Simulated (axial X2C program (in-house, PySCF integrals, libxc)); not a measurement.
# SbSi: bond curves with and without spin–orbit coupling

Aim: find the lowest determinant of SbSi, scan the bond at several levels and fit the constants, once spin-free and once with spin–orbit coupling.

Computed with an in-house X2C program for linear molecules on PySCF integrals. Level: all-electron X2C, Sb dyall-cv3z, Si dyall-v3z.

All values are calculated.

## (1) Input

Input file task.json:

```json
{"zs": [51, 14], "q": 0, "bas": ["dyall-cv3z", "dyall-v3z"], "levels": ["PBE0", "HF", "PBE"], "cc": true, "r0": 2.56, "thr": -2.0, "nmax": 110, "npts": 10, "nst": 2, "ntry": 8}
```

Keys: zs atomic numbers; q charge; bas basis sets; levels methods (HF also brings MP2); cc coupled cluster on or off; r0 starting distance in Å; thr threshold in hartree for freezing inner shells (an s shell follows its p shell); nmax most natural virtual spinors; npts points asked for on the curve; nst determinants followed; ntry starts of the search.

Command:

```
> python so2c.py task.json out
```

Spin-free means the one-electron spin-free X2C Hamiltonian; two-component (2c) means X2C with spin–orbit coupling and atomic mean-field two-electron Coulomb and Gaunt terms. Basis: Sb dyall-cv3z contracted to [11s12p8d4f1g], Si dyall-v3z contracted to [8s7p2d1f]; Gaussian nuclei, density fitting. Masses: Sb 120.904 u, Si 27.977 u.

Notation: σ, π±, δ± give the projection m of an orbital's angular momentum (0, ±1, ±2), α and β its spin, Λ and M_S the sums; ω is the projection of a spinor's total angular momentum and Ω the sum. Logs are in hartree.

The results follow Hamiltonian by Hamiltonian and level by level.

## (2) Which state to follow

PBE0 moves the distance from 2.560 Å to 2.385 Å and compares determinants there.

Spin-free determinants:

```
ΔE (eV)             state                                  open shells
   0.00  M_S = 1/2, Λ = 1          beyond closed shells: π+α, π+β, π-α
   0.27  M_S = 1/2, Λ = 0                     beyond closed shells: σα
   1.54  M_S = 3/2, Λ = 1           beyond closed shells: 2 × π+α, π-α
   1.88  M_S = 3/2, Λ = 2  beyond closed shells: σα, 2 × π+α, π+β, π-α
   1.88  M_S = 3/2, Λ = 0  beyond closed shells: σα, π+α, π+β, 2 × π-α
   2.29  M_S = 1/2, Λ = 2  beyond closed shells: σβ, 2 × π+α, π+β, π-α
   2.29  M_S = 1/2, Λ = 0  beyond closed shells: σβ, π+α, π+β, 2 × π-α
```

Two-component determinants:

```tsv
ΔE (eV)	state	open shells
0.00	Ω = 3/2	excess of +ω over −ω: ω = 3/2
0.16	Ω = 1/2	excess of +ω over −ω: ω = 1/2
1.57	Ω = 1/2	excess of +ω over −ω: 2 × ω = -1/2, ω = 3/2
1.70	Ω = 5/2	excess of +ω over −ω: ω = -1/2, 2 × ω = 3/2
1.93	Ω = 7/2	excess of +ω over −ω: ω = 1/2, 2 × ω = 3/2
2.18	Ω = 3/2	excess of +ω over −ω: ω = 3/2
2.27	Ω = 1/2	excess of +ω over −ω: ω = 1/2
```

## (3) PBE0, spin-free

State followed: M_S = 1/2, Λ = 1 (beyond closed shells: π+α, π+β, π-α). The scan is laid around 2.385 Å, a first estimate of the minimum, and this SCF restarts from the orbitals of the search.

The SCF at the reference distance of 2.385 Å:

```text
spin-free X2C-1e  PBE0
basis functions 170  fitting functions 949  grid points 5079
iter        total energy     max residual
   1      -6770.436875407     7.39e-06
   2      -6770.436875409     4.09e-06
converged
one-electron -9619.38027489  Coulomb 2883.13322424  exact exchange -47.41759065  xc functional -145.19258153  nuclear repulsion 158.42034742
```

Along the bond, energies from the lowest point:

```csv
R (Å),E (eV),μ (D),HOMO (eV),LUMO (eV),iterations
2.242,0.1679,-0.29,-6.37,-4.63,12
2.313,0.0339,-0.15,-6.23,-4.52,12
2.385,0.0000,-0.01,-6.10,-4.42,2
2.469,0.0562,0.15,-5.96,-4.31,13
2.552,0.1862,0.30,-5.84,-4.21,13
2.659,0.4152,0.43,-5.75,-4.12,15
```

Dipoles are positive if Si is the positive end.

Outer orbitals at the reference distance:

| symmetry | occupied | ε (eV) | atomic character |
| --- | --- | --- | --- |
| σα | yes | -15.84 | 58% Sb s, 26% Si s, 9% Si p |
| σβ | yes | -15.19 | 56% Sb s, 28% Si s, 9% Si p |
| σα | yes | -11.40 | 47% Si s, 22% Sb s, 20% Sb p |
| σβ | yes | -11.06 | 46% Si s, 23% Sb s, 20% Sb p |
| π+α | yes | -6.68 | 63% Sb p, 32% Si p, 3% Si d |
| π-α | yes | -6.68 | 63% Sb p, 32% Si p, 3% Si d |
| σα | yes | -6.59 | 44% Si p, 40% Sb p, 10% Si s |
| σβ | yes | -6.44 | 45% Si p, 40% Sb p, 9% Si s |
| π+β | yes | -6.10 | 57% Sb p, 38% Si p, 3% Si d |
| π-β | no | -4.42 | 57% Sb p, 39% Si p, 2% Si d |
| π-α | no | -2.55 | 59% Si p, 30% Sb p, 7% Sb d |
| π+α | no | -2.55 | 59% Si p, 30% Sb p, 7% Sb d |
| π+β | no | -2.22 | 53% Si p, 35% Sb p, 6% Sb d |

PBE0 fields in the half plane through the axis: z from -2.4 to 4.5 Å across, distance from the axis 0.15 to 2.25 Å upwards; Sb lies at z = 0 and Si at z = 2.385 Å; the ELF is damped to zero where the density is low.

log10 density (e/bohr³). Ten even steps from ' ' (-4.12 ) to '@' (1.83 ):
```
      ......::::::::::::::::::............      
    ....::::::::::::::::::::::::::::::::......  
  ....::::----------------------------::::::....
....::::------========--------------------::::..
..::::----============================------::..
..::----====++++**++++==================----::::
..::----==++**######**++++++++++**++++====----::
::::--====++**%%@@%%**++++++++##%%##++====----::
```

ELF. Ten even steps from '0' (0.00 ) to '9' (0.99 ):
```
000012233333221111110000
001234555444432223333200
013456666555543345666531
025677765566655567888863
246787533346766568999986
367886323225775213899998
468874367723771151399998
478873547452770858099999
```

Re = 2.378 Å, ωe = 432 cm⁻¹, Be = 0.1313 cm⁻¹, De = 2.75 eV, μ = -0.03 D.

## (4) HF, spin-free

Output at 2.385 Å:

```text
spin-free X2C-1e  HF
basis functions 170  fitting functions 949  grid points 5079
iter        total energy     max residual
   1      -6767.497065811     4.01e-01
   2      -6767.522278397     5.36e-03
   3      -6767.523403065     2.41e-03
   4      -6767.523736652     1.98e-03
   5      -6767.523960167     1.44e-03
   6      -6767.524190403     1.70e-03
   7      -6767.524328479     1.79e-03
   8      -6767.523646821     1.33e-03
   9      -6767.522386776     8.14e-04
  10      -6767.522128191     7.91e-04
  11      -6767.521384926     1.29e-03
  12      -6767.521028599     1.69e-03
  13      -6767.522323386     7.73e-04
  14      -6767.522084252     7.88e-04
  15      -6767.522214998     7.61e-04
  16      -6767.522180375     6.61e-04
  17      -6767.521665029     7.58e-04
  18      -6767.521754232     7.07e-04
  19      -6767.522026528     6.38e-04
  20      -6767.521971623     6.28e-04
  21      -6767.521994853     6.25e-04
  22      -6767.522052191     6.31e-04
  23      -6767.497065811     3.37e-01
  24      -6767.522283767     6.99e-03
  25      -6767.523457292     1.27e-02
  26      -6767.523859125     4.78e-03
  27      -6767.524370126     5.86e-03
  28      -6767.525826742     3.73e-02
  29      -6767.527201804     2.90e-02
  30      -6767.529586828     6.64e-03
  31      -6767.530315113     9.31e-03
  32      -6767.530670214     1.70e-03
  33      -6767.530723134     7.47e-04
  34      -6767.530734979     2.99e-04
  35      -6767.530737431     1.11e-04
  36      -6767.530737520     2.86e-05
  37      -6767.530737549     1.38e-05
  38      -6767.530737552     7.07e-06
  39      -6767.530737553     2.96e-06
converged
one-electron -9618.25145955  Coulomb 2882.10303873  exact exchange -189.80266415  xc functional 0.00000000  nuclear repulsion 158.42034742
```

No constants are quoted: too few points lie around the minimum for a second fit to confirm the first.

## (5) PBE, spin-free

Output at 2.385 Å:

```text
spin-free X2C-1e  PBE
basis functions 170  fitting functions 949  grid points 5079
iter        total energy     max residual
   1      -6770.339794760     1.38e-01
   2      -6770.342350255     4.91e-03
   3      -6770.328835121     1.81e-02
   4      -6770.343157415     1.62e-03
   5      -6770.343194113     3.58e-04
   6      -6770.343197862     1.07e-04
   7      -6770.343198510     2.95e-05
   8      -6770.343198728     2.22e-05
   9      -6770.343198751     6.65e-06
  10      -6770.343198753     1.23e-06
converged
one-electron -9619.20367670  Coulomb 2882.93159695  exact exchange 0.00000000  xc functional -192.49146643  nuclear repulsion 158.42034742
```

Re = 2.411 Å, ωe = 402 cm⁻¹, ωexe = 1.05 cm⁻¹, Be = 0.1277 cm⁻¹, De = 3.08 eV, μ = -0.13 D.

## (6) Correlated methods, spin-free

Correlated methods: 19 electrons correlated (frozen shells, counted by type: Sb 4 s, 3 p, 1 d; Si 2 s, 1 p), 229 virtual spinors in MP2, 110 natural virtuals in coupled cluster.

Output of the correlated part at 2.385 Å:

```text
correlated 19  virtual 229  natural virtual 110  E(MP2) -0.656276442  MP2 remainder -0.055153946
iter   CCSD correlation   residual
   1     -0.565836141   1.69e-01
   2     -0.583337564   7.93e-02
   3     -0.587032712   5.08e-02
   4     -0.588582770   3.27e-02
   5     -0.590503553   1.83e-02
   6     -0.590890993   7.77e-03
   7     -0.591029913   2.33e-03
   8     -0.591065668   9.57e-04
   9     -0.591047663   5.14e-04
  10     -0.591057695   2.81e-04
  11     -0.591053601   1.31e-04
  12     -0.591054546   5.98e-05
  13     -0.591054781   2.52e-05
  14     -0.591054869   1.11e-05
  15     -0.591055060   4.07e-06
  16     -0.591055150   1.62e-06
  17     -0.591055179   8.66e-07
  18     -0.591055218   5.35e-07
  19     -0.591055239   3.28e-07
  20     -0.591055252   1.46e-07
(T) -0.021343370  T1 0.0711  D1 0.2319  max T2 0.120
```

T1 in the output is the amplitude norm over the root of the electron number; divide by √2 for the Lee–Taylor value.

MP2: No constants are quoted: the lowest point is the short end of the scan.

CCSD: Re = 2.362 Å, ωe = 421 cm⁻¹, Be = 0.1329 cm⁻¹, De = 2.37 eV. T1 at Re = 0.049 (Lee–Taylor, the printed value over √2).

CCSD(T): Re = 2.362 Å, ωe = 430 cm⁻¹, Be = 0.1329 cm⁻¹, De = 2.51 eV. T1 at Re = 0.049 (Lee–Taylor, the printed value over √2).

## (7) A higher determinant, spin-free

State: M_S = 1/2, Λ = 0 (beyond closed shells: σα).

Output at the reference distance:

```text
spin-free X2C-1e  PBE0
basis functions 170  fitting functions 949  grid points 5079
iter        total energy     max residual
   1      -6770.426962470     1.36e-06
   2      -6770.426962469     3.99e-06
converged
one-electron -9618.89711075  Coulomb 2882.63042431  exact exchange -47.40699153  xc functional -145.17363192  nuclear repulsion 158.42034742
```

```csv
R (Å),E above the lowest PBE0 point (eV)
2.242,0.164
2.313,0.177
2.385,0.270
2.469,0.444
2.552,0.647
2.659,0.922
```

No constants are quoted: the lowest point is the short end of the scan.

## (8) The spin-free curves together

Energy (eV) of the followed determinant, spin-free, from each level's lowest point:

```csv
R (Å),PBE0,HF,MP2 (spin-contaminated),CCSD,CCSD(T),PBE
2.242,0.168,0.334,0.000,0.124,0.130,0.234
2.313,0.034,0.153,0.000,0.015,0.016,0.068
2.385,0.000,0.049,0.047,0.000,0.000,0.000
2.469,0.056,0.000,0.137,0.066,0.070,0.016
2.552,0.186,0.010,0.253,0.191,0.204,0.109
2.659,0.415,0.083,0.428,0.392,0.424,0.305
```

## (9) PBE0, 2c

State followed: Ω = 3/2 (excess of +ω over −ω: ω = 3/2). The scan is laid around 2.385 Å, a first estimate of the minimum, and this SCF restarts from the orbitals of the search.

Output at 2.385 Å:

```text
two-component X2C + atomic mean field  PBE0
basis functions 170  fitting functions 949  grid points 5079
iter        total energy     max residual
   1      -6767.678217869     6.92e-06
   2      -6767.678217866     1.15e-05
   3      -6767.678217871     2.35e-06
   4      -6767.678217871     8.71e-07
converged
one-electron -9611.49334924  Coulomb 2881.71377124  exact exchange -47.39101281  xc functional -145.11578618  nuclear repulsion 158.42034742  atomic mean-field constant -3.81218830
```

Along the bond, energies from the lowest point:

```csv
R (Å),E (eV),μ (D),HOMO (eV),LUMO (eV),iterations
2.242,0.1694,-0.28,-6.34,-4.50,10
2.313,0.0347,-0.15,-6.25,-4.39,10
2.385,0.0000,-0.02,-6.15,-4.29,4
2.469,0.0555,0.14,-6.04,-4.18,11
2.552,0.1871,0.28,-5.92,-4.09,14
2.659,0.4338,0.46,-5.80,-3.98,15
```

Dipoles are positive if Si is the positive end.

Outer spinors at the reference distance:

```
   ω  occupied  ε (eV)              atomic character     λ mixture
 1/2       yes  -15.79   56% Sb s, 27% Si s, 9% Si p        100% σ
-1/2       yes  -15.17   56% Sb s, 27% Si s, 9% Si p        100% σ
 1/2       yes  -11.40  46% Si s, 23% Sb s, 20% Sb p        100% σ
-1/2       yes  -11.02  46% Si s, 22% Sb s, 20% Sb p        100% σ
-1/2       yes   -6.86   62% Sb p, 31% Si p, 3% Si d  86% π, 14% σ
 1/2       yes   -6.66   45% Sb p, 41% Si p, 8% Si s  86% σ, 14% π
 3/2       yes   -6.53   56% Sb p, 38% Si p, 3% Si d        100% π
-1/2       yes   -6.37   46% Si p, 41% Sb p, 7% Si s  86% σ, 14% π
 1/2       yes   -6.15   58% Sb p, 36% Si p, 2% Si d  86% π, 14% σ
-3/2        no   -4.29   56% Sb p, 40% Si p, 2% Si d        100% π
-1/2        no   -2.62   60% Si p, 29% Sb p, 7% Sb d        100% π
 3/2        no   -2.48   53% Si p, 36% Sb p, 6% Sb d        100% π
 1/2        no   -2.24   59% Si p, 29% Sb p, 7% Sb d        100% π
```

PBE0 fields in the half plane through the axis: z from -2.4 to 4.5 Å across, distance from the axis 0.15 to 2.25 Å upwards; Sb lies at z = 0 and Si at z = 2.385 Å; the ELF is damped to zero where the density is low.

log10 density (e/bohr³). Ten even steps from '0' (-4.13 ) to '9' (1.83 ):
```
000111222222222111111000
001122222222222222221110
011223333333333333322211
112233344443333333333221
122334444444444444433321
123344556554444444443322
123345677765555565544332
223445689865555787544332
```

ELF. Ten even steps from '0' (0.00 ) to '9' (0.99 ):
```
000012233333221111110000
001234454444432223333200
013456666555544345666531
025677765566655567888863
146787533346776568999986
367886323224775213899998
468874367733771151399998
478873547452770858099999
```

Re = 2.378 Å, ωe = 428 cm⁻¹, ωexe = 1.03 cm⁻¹, Be = 0.1312 cm⁻¹, De = 2.83 eV, μ = -0.03 D.

## (10) HF, 2c

The SCF at the reference distance of 2.385 Å:

```text
two-component X2C + atomic mean field  HF
basis functions 170  fitting functions 949  grid points 5079
iter        total energy     max residual
   1      -6764.735470122     4.24e-01
   2      -6764.760495380     5.38e-03
   3      -6764.761458075     1.93e-03
   4      -6764.761625666     1.54e-03
   5      -6764.761684025     6.34e-04
   6      -6764.761704927     4.02e-04
   7      -6764.761716805     2.80e-04
   8      -6764.761724781     1.75e-04
   9      -6764.761730533     1.54e-04
  10      -6764.761734632     1.66e-04
  11      -6764.761737972     1.72e-04
  12      -6764.761733298     1.59e-04
  13      -6764.761719649     1.17e-04
  14      -6764.761713793     1.08e-04
  15      -6764.761713699     1.07e-04
  16      -6764.761715464     1.00e-04
  17      -6764.761721029     7.04e-05
  18      -6764.761724870     2.60e-05
  19      -6764.761725201     1.11e-05
  20      -6764.761725250     5.54e-06
  21      -6764.761725263     3.16e-06
  22      -6764.761725264     2.44e-06
converged
one-electron -9610.30275371  Coulomb 2880.57497517  exact exchange -189.64210585  xc functional 0.00000000  nuclear repulsion 158.42034742  atomic mean-field constant -3.81218830
```

No constants are quoted: the dipole of the solution doesn't run smoothly along the scan, a sign that its character may change, so the fit is set aside.

## (11) PBE, 2c

Output at 2.385 Å:

```text
two-component X2C + atomic mean field  PBE
basis functions 170  fitting functions 949  grid points 5079
iter        total energy     max residual
   1      -6767.582164595     1.46e-01
   2      -6767.584694017     4.60e-03
   3      -6767.571437760     1.76e-02
   4      -6767.585490277     1.58e-03
   5      -6767.585522454     3.30e-04
   6      -6767.585524887     7.39e-05
   7      -6767.585524982     7.55e-06
   8      -6767.585524985     8.16e-06
   9      -6767.585524989     3.02e-06
  10      -6767.585524989     1.03e-06
converged
one-electron -9611.32083757  Coulomb 2881.51659957  exact exchange 0.00000000  xc functional -192.38944611  nuclear repulsion 158.42034742  atomic mean-field constant -3.81218830
```

Re = 2.412 Å, ωe = 400 cm⁻¹, ωexe = 1.03 cm⁻¹, Be = 0.1276 cm⁻¹, De = 3.14 eV, μ = -0.13 D.

## (12) Correlated methods, 2c

Correlated methods: 19 electrons correlated (frozen shells, counted by type: Sb 4 s, 3 p, 1 d; Si 2 s, 1 p), 229 virtual spinors in MP2, 110 natural virtuals in coupled cluster.

Output of the correlated part at 2.385 Å:

```text
correlated 19  virtual 229  natural virtual 110  E(MP2) -0.679007543  MP2 remainder -0.056466407
iter   CCSD correlation   residual
   1     -0.579719114   1.70e-01
   2     -0.596609068   6.66e-02
   3     -0.599243966   2.73e-02
   4     -0.598956973   9.97e-03
   5     -0.599161935   5.26e-03
   6     -0.599213529   2.96e-03
   7     -0.599209316   1.82e-03
   8     -0.599245746   9.76e-04
   9     -0.599224107   4.53e-04
  10     -0.599230381   1.52e-04
  11     -0.599228423   6.96e-05
  12     -0.599229280   3.72e-05
  13     -0.599229340   2.11e-05
  14     -0.599229312   1.25e-05
  15     -0.599229321   6.57e-06
(T) -0.022947629  T1 0.0264  D1 0.0743  max T2 0.106
```

MP2: No constants are quoted: the dipole of the HF reference doesn't run smoothly along the scan, a sign that its character may change, so the fit is set aside.

CCSD: No constants are quoted: the dipole of the HF reference doesn't run smoothly along the scan, a sign that its character may change, so the fit is set aside.

CCSD(T): No constants are quoted: the dipole of the HF reference doesn't run smoothly along the scan, a sign that its character may change, so the fit is set aside.

## (13) A higher determinant, 2c

State: Ω = 1/2 (excess of +ω over −ω: ω = 1/2).

Output at the reference distance:

```text
two-component X2C + atomic mean field  PBE0
basis functions 170  fitting functions 949  grid points 5079
iter        total energy     max residual
   1      -6767.672293633     3.43e-06
   2      -6767.672293634     4.97e-06
converged
one-electron -9611.29948765  Coulomb 2881.51551445  exact exchange -47.38829954  xc functional -145.10818001  nuclear repulsion 158.42034742  atomic mean-field constant -3.81218830
```

```csv
R (Å),E above the lowest PBE0 point (eV)
2.242,0.203
2.313,0.159
2.385,0.161
2.469,0.230
2.552,0.358
2.659,0.572
```

No constants are quoted: too few points lie around the minimum for a second fit to confirm the first.

## (14) The 2c curves together

Energy (eV) of the followed determinant, 2c, from each level's lowest point:

```csv
R (Å),PBE0,HF (dipole not smooth),MP2 (HF's dipole not smooth),CCSD (HF's dipole not smooth),CCSD(T) (HF's dipole not smooth),PBE
2.242,0.169,0.291,0.242,0.180,0.223,0.236
2.313,0.035,0.132,0.357,0.089,0.127,0.068
2.385,0.000,0.166,0.000,0.000,0.000,0.000
2.469,0.056,0.000,0.565,0.164,0.200,0.015
2.552,0.187,0.016,0.697,0.298,0.344,0.106
2.659,0.434,0.093,0.884,0.520,0.584,0.300
```

Time for the job: 26 min (1 thread of Intel Xeon at 2.50GHz (Skylake/Cascade Lake), shared host); peak memory 1.7 GiB.

## (15) Constants

Lowest determinant that the search found at its distance, spin-free: M_S = 1/2, Λ = 1 (beyond closed shells: π+α, π+β, π-α).

Lowest determinant that the search found at its distance, 2c: Ω = 3/2 (excess of +ω over −ω: ω = 3/2).

```tsv
Hamiltonian	level	Re (Å)	ωe (cm⁻¹)	De (eV)	μ (D)
spin-free	PBE0	2.378	432	2.75	-0.03
spin-free	CCSD	2.362	421	2.37	n/a
spin-free	CCSD(T)	2.362	430	2.51	n/a
spin-free	PBE	2.411	402	3.08	-0.13
2c	PBE0	2.378	428	2.83	-0.03
2c	PBE	2.412	400	3.14	-0.13
```

Dipoles are positive if Si is the positive end. No constants: spin-free HF (too few points lie around the minimum for a second fit to confirm the first); spin-free MP2 (the lowest point is the short end of the scan); 2c HF (the dipole of the solution doesn't run smoothly along the scan, a sign that its character may change, so the fit is set aside); 2c MP2 (the dipole of the HF reference doesn't run smoothly along the scan, a sign that its character may change, so the fit is set aside); 2c CCSD (the dipole of the HF reference doesn't run smoothly along the scan, a sign that its character may change, so the fit is set aside); 2c CCSD(T) (the dipole of the HF reference doesn't run smoothly along the scan, a sign that its character may change, so the fit is set aside).

Time per point (s) on 1 thread of Intel Xeon at 2.50GHz (Skylake/Cascade Lake), shared host (2c runs); the times are rough: PBE0 1.8, PBE 0.89.

In words: At PBE0, going from spin-free to two-component changes Re by +1 mÅ, ωe by -0.8 %, which is small (part of it comes from the scalar share of the two-electron terms). De moves by +0.07 eV; both De rest on single-determinant atoms, which can miss part of an open shell's spin–orbit lowering.

De refers to Sb + Si, each in the lowest determinant found, which need not be this curve's own limit. The state is a single determinant with fixed occupations, the lowest that a limited PBE0 search found. Dissociation energies refer to the lowest single-determinant-based atoms at the same level and basis. Density functionals use the spin component along the axis (collinear). CCSD and (T) use frozen natural virtuals with an MP2 correction for the truncation. At some level an empty orbital lies below a filled one. The spin-free determinant is spin-contaminated at some levels. T1 at Re is 0.049 (Lee–Taylor), above the customary mark of 0.02.
